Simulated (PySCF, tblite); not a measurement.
**C3H9OSSi radical: geometry, infrared bands and EPR parameters**

Aim: predict the infrared bands and EPR parameters of C3H9OSSi radical (`C[Si](C)[S@@](C)=O`).

Computed with tblite 0.8.0 and PySCF 2.14.0, with density-fitted response routines of our own, on a single molecule in the gas phase. Atoms count from 0, in the outputs and in this text.

### Step 1. Starting geometry

15 atoms, charge 0, multiplicity 2; geometry from: force field or distance geometry start.

Bonds of the start (Å): C0–Si1 1.82, Si1–C2 1.84, Si1–S3 2.08, S3–C4 1.77, S3–O5 1.51, C0–H6 1.13, C0–H7 1.11, C0–H8 1.11, C2–H9 1.13, C2–H10 1.10, C2–H11 1.12, C4–H12 1.11, C4–H13 1.12, C4–H14 1.09.

### Step 2. Optimising the geometry with GFN2-xTB

The job: settings as JSON, then the geometry in Å.

```
{"job": {"kind": "relax", "xc": "GFN2-xTB", "basis": "xTB"}, "charge": 0, "multiplicity": 2}
C     -2.204600    -0.922100    -0.527100
Si    -0.629500    -0.008300    -0.456800
C     -0.697500     1.669400     0.289100
S      1.074500    -1.121400    -0.048200
C      2.592200    -0.221900     0.048900
O      0.934200    -2.241400     0.958200
H     -3.029600    -0.192400    -0.780600
H     -2.127600    -1.677200    -1.337500
H     -2.464800    -1.431800     0.419200
H     -1.627900     1.851900     0.902900
H      0.186800     1.963000     0.872800
H     -0.782700     2.388100    -0.568500
H      3.329600    -0.625800    -0.674800
H      2.437800     0.859200    -0.179600
H      3.004600    -0.281300     1.060200
```

The run is started by

```bash
> OMP_NUM_THREADS=1 python probes_run.py task.json out
```

This one command runs all jobs of the session in turn.

**Question.** This job is followed by: GFN2-xTB harmonic vibrations, gas phase; UKS B3LYP, pcH-1 on C H O S Si, non-relativistic, mean-field spin-orbit, GIAO. What will the session give for the following? strongest single infrared mode (GFN2-xTB); zero-point energy (GFN2-xTB); g(iso) (B3LYP); ⟨S²⟩; largest a(iso) (averaged by class); surface potential, 1st and 99th percentile.

As calculated:

| quantity | value |
| --- | --- |
| strongest single infrared mode (GFN2-xTB) | 1073 cm⁻¹, 283 km/mol |
| zero-point energy (GFN2-xTB) | 71.7 kcal/mol |
| g(iso) (B3LYP) | 2.00473 |
| ⟨S²⟩ | 0.753 (exact 0.75) |
| largest a(iso) (averaged by class) | 29Si on Si1, -391.4 MHz |
| surface potential, 1st and 99th percentile | -2.06 V and 1.35 V |

In words: The optimisation took 157 steps and gained 1.644 eV; among the close pairs (by a distance rule), Si1–S3 changed most, from 2.076 to 2.301 Å. No mode is imaginary among the 39: a minimum at this level. The strongest single mode, at 1073 cm⁻¹, moves mainly O5 and S3. Unscaled tight-binding wavenumbers are off by several per cent, some by more. Its intensities can rank the bands wrongly. Most of the unpaired spin sits on Si1 (0.76 e). The isotropic g lies 2.4 ppt above the free-electron value.
